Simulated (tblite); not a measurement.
# C6H11Br: the cost of one run

Programs: tblite 0.8.0 and PySCF 2.14.0. All values are calculated, for the isolated system unless a continuum is named. Atoms count from 0, parts from 1.

## Step 1: The system as given

18 atoms, charge 0, multiplicity 1; geometry: rigid parts in contact. Parts: 1 = atoms 0–16, `C[C+]1CCCC1`, charge 1; 2 = atom 17, `[Br-]`, charge -1.

## Step 2: Bringing the parts together with GFN2-xTB

What the job is given:

```
{"job": {"kind": "dock", "xc": "GFN2-xTB", "basis": "xTB"}, "charge": 0, "multiplicity": 1, "parts": [{"atoms": "0-16", "charge": 1, "multiplicity": 1}, {"atoms": "17-17", "charge": -1, "multiplicity": 1}]}
C      2.180614     0.002052    -0.158863
C      0.739976     0.000277    -0.032698
C     -0.074417    -1.191867     0.113716
C     -1.495628    -0.705516     0.419816
C     -1.536610     0.676837    -0.235873
C     -0.100679     1.187373    -0.053816
H      2.627402    -0.976347     0.000634
H      2.633554     0.736870     0.512545
H      2.457715     0.362380    -1.156653
H     -0.051840    -1.696199    -0.866206
H      0.336118    -1.929819     0.807856
H     -1.629470    -0.621027     1.498869
H     -2.260420    -1.374889     0.036828
H     -2.274674     1.333275     0.215834
H     -1.763074     0.591864    -1.299193
H     -0.009322     1.639674     0.946632
H      0.220754     1.965062    -0.749426
Br     1.371548    -2.379975    -2.394946
```

Method: GFN2-xTB search for minima from random contacts, gas phase.

Launch:

```bash
$ OMP_NUM_THREADS=1 python cluster_run.py task.json out
```

The driver reads the jobs from task.json and runs them one after another.

**Question.** How long does this first job take on 1 thread of Arm Neoverse V1, shared host?

About 6.8 s.
